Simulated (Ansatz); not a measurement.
# C₃H₇B₂Cl: a ladder of functionals and wavefunction methods

One table from this session's results is given with a row withheld; the runs are named, their logs left out.

Method: functionals in def2-TZVPP, the program's frozen cores in correlated methods; program: Ansatz 0.2.0, Gaussian basis.

Plan: PBE-D4, r2SCAN-D4, PBE0-D4, B3LYP-D4, ωB97X-V, ωB97M-V, B2PLYP; CCSD(T)/def2-TZVPP; MP2/def2-QZVPP; extrapolation to the limit.

## The geometry

All runs share one geometry, relaxed beforehand with PBE0-D4 in a triple-zeta def2 set.

SMILES `CB1CB1CCl`, 13 atoms, charge 0, spin multiplicity 1.

Atoms are counted from 1 here; the program's logs count them from 0.

Bond lengths: C1–B2 1.557 Å, C1–H7 1.095 Å, C1–H8 1.091 Å, C1–H9 1.094 Å, B2–C3 1.632 Å, B2–B4 1.542 Å, C3–B4 1.466 Å, C3–H10 1.127 Å, C3–H11 1.088 Å, B4–C5 1.555 Å, C5–Cl6 1.795 Å, C5–H12 1.091 Å, C5–H13 1.091 Å. Angles: B2–C1–H7 111.3°, B2–C1–H8 109.9°, B2–C1–H9 112.7°, H7–C1–H8 107.5°, H7–C1–H9 107.3°, H8–C1–H9 108.0°, C1–B2–C3 136.2°, C1–B2–B4 168.8°, C3–B2–B4 54.9°, B2–C3–B4 59.4°, B2–C3–H10 62.6°, B2–C3–H11 164.3°, B4–C3–H10 121.9°, B4–C3–H11 136.2°, H10–C3–H11 101.9°, B2–B4–C3 65.6°, B2–B4–C5 160.4°, C3–B4–C5 133.9° and more.

The first run:

in.yaml

```yaml
crystal:
  periodic: [false, false, false]
  atoms:
    - {symbol: C, position_ang: [-0.247716, -2.140294, 0.788662]}
    - {symbol: B, position_ang: [-0.020567, -0.707427, 0.223029]}
    - {symbol: C, position_ang: [1.109274, 0.031709, -0.693328]}
    - {symbol: B, position_ang: [-0.059115, 0.772994, -0.207759]}
    - {symbol: C, position_ang: [-0.527927, 2.249803, -0.334663]}
    - {symbol: Cl, position_ang: [-2.053356, 2.619601, 0.536697]}
    - {symbol: H, position_ang: [-0.436766, -2.859776, -0.014753]}
    - {symbol: H, position_ang: [-1.118666, -2.145685, 1.445505]}
    - {symbol: H, position_ang: [0.609152, -2.509054, 1.360438]}
    - {symbol: H, position_ang: [1.243984, -1.068844, -0.489955]}
    - {symbol: H, position_ang: [1.998625, 0.262021, -1.276804]}
    - {symbol: H, position_ang: [0.222171, 2.939665, 0.055885]}
    - {symbol: H, position_ang: [-0.698691, 2.520487, -1.378155]}
basis:
  gaussian: {orbitals: def2-TZVPP}
hamiltonian: {xc: pbe, dispersion: d4}
output: {forces: true, orbitals: {seedname: orbitals}}
```

On the command line:

```sh
$ ansatz run in.yaml --threads 4 --pin off --events-out ev --progress --plain --max-ram 10444MiB
```

Among the steps run: PBE-D4 (GGA); r2SCAN-D4 (meta-GGA); PBE0-D4 (hybrid); B3LYP-D4 (hybrid); ωB97X-V (range-separated); ωB97M-V (range-separated); B2PLYP (double hybrid); CCSD(T) in def2-TZVPP; MP2 in def2-QZVPP.

One of the session's tables, all rows but one given; the rest of the session is left out.

It belongs to the step «Atomisation energies». 

```
            method  atomisation energy (kJ/mol)
            PBE-D4                       5139.1
         r2SCAN-D4                            ?
           PBE0-D4                       5068.1
          B3LYP-D4                       4994.8
           ωB97X-V                       4996.3
           ωB97M-V                       5021.0
            B2PLYP                       4945.8
     HF/def2-TZVPP                       3749.8
    MP2/def2-TZVPP                       4958.8
   CCSD/def2-TZVPP                       4773.0
CCSD(T)/def2-TZVPP                       4851.5
           MP2/CBS                       5071.6
       CCSD(T)/CBS                       4964.4
```

Q: Estimate the row for r2SCAN-D4 from the others.

**Answer.** atomisation energy (kJ/mol): 5049.9. In the column «atomisation energy (kJ/mol)» it lies between ωB97M-V (5021.0) and PBE0-D4 (5068.1).
